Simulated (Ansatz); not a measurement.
# ClH4O4Sn: the cost of one run

All numbers below are computed with Ansatz 0.2.0 (UKS PBE/def2-SVP).

**1. The system as given**

Bond lengths: Sn1–Cl2 2.660 Å, Sn1–O3 1.960 Å, O3–H4 1.010 Å, Sn1–O5 1.959 Å, O5–H6 1.010 Å, Sn1–O7 1.959 Å, O7–H8 1.010 Å, Cl2–O9 1.890 Å, O9–H10 1.010 Å. Angles: Sn1–Cl2–O9 180.0°, Cl2–Sn1–O3 109.4°, Cl2–Sn1–O5 109.5°, Cl2–Sn1–O7 109.5°, O3–Sn1–O5 109.5°, O3–Sn1–O7 109.5°, O5–Sn1–O7 109.5°, Sn1–O3–H4 109.5°, Sn1–O5–H6 109.5°, Sn1–O7–H8 109.5°, Cl2–O9–H10 109.5°.

Coordinates:

```xyz
10

Sn    0.0000    0.0000    0.0000
Cl    0.0000    0.0000    2.6600
O     1.8483    0.0000   -0.6527
H     2.1646   -0.9521   -0.7693
O    -0.9232    1.5994   -0.6527
H    -1.8810    1.3686   -0.8751
O    -0.9232   -1.5994   -0.6527
H    -1.3778   -2.0650    0.1197
O     0.0000    0.0000    4.5500
H    -0.5144   -0.8011    4.8871
```

**2. A restrained relaxation towards end A**

Springs on the bonds that form and break draw the guess towards this end; the thresholds are loose.

Input file input.yaml:

```yaml
crystal:
  periodic: [false, false, false]
  atoms:
    - { symbol: Sn, position_ang: [0.0, 0.0, 0.0] }
    - { symbol: Cl, position_ang: [0.0, 0.0, 2.66] }
    - { symbol: O, position_ang: [1.8483, 0.0, -0.6527] }
    - { symbol: H, position_ang: [2.1646, -0.9521, -0.7693] }
    - { symbol: O, position_ang: [-0.9232, 1.5994, -0.6527] }
    - { symbol: H, position_ang: [-1.881, 1.3686, -0.8751] }
    - { symbol: O, position_ang: [-0.9232, -1.5994, -0.6527] }
    - { symbol: H, position_ang: [-1.3778, -2.065, 0.1197] }
    - { symbol: O, position_ang: [0.0, 0.0, 4.55] }
    - { symbol: H, position_ang: [-0.5144, -0.8011, 4.8871] }
magnetization:
  spin_polarized: true
  initial_magnetization: 1
basis:
  gaussian: { orbitals: def2-SVP }
hamiltonian:
  xc: pbe
relax:
  f_tol: 0.15
  max_steps: 25
  restrain:
    - { distance: [1, 8], at: 2.79, k: 30.0 }
    - { distance: [0, 1], at: 2.41, k: 30.0 }
```

Run with:

```console
$ ansatz run input.yaml --threads 4 --pin off --max-ram 5120MiB --backend cpu --events-out ev --progress --plain --runs-dir out
```

Q: Estimate wall time and peak memory on 4 threads of Arm Neoverse V2, shared host.

About 50 s, with a peak of 0.3 GiB.
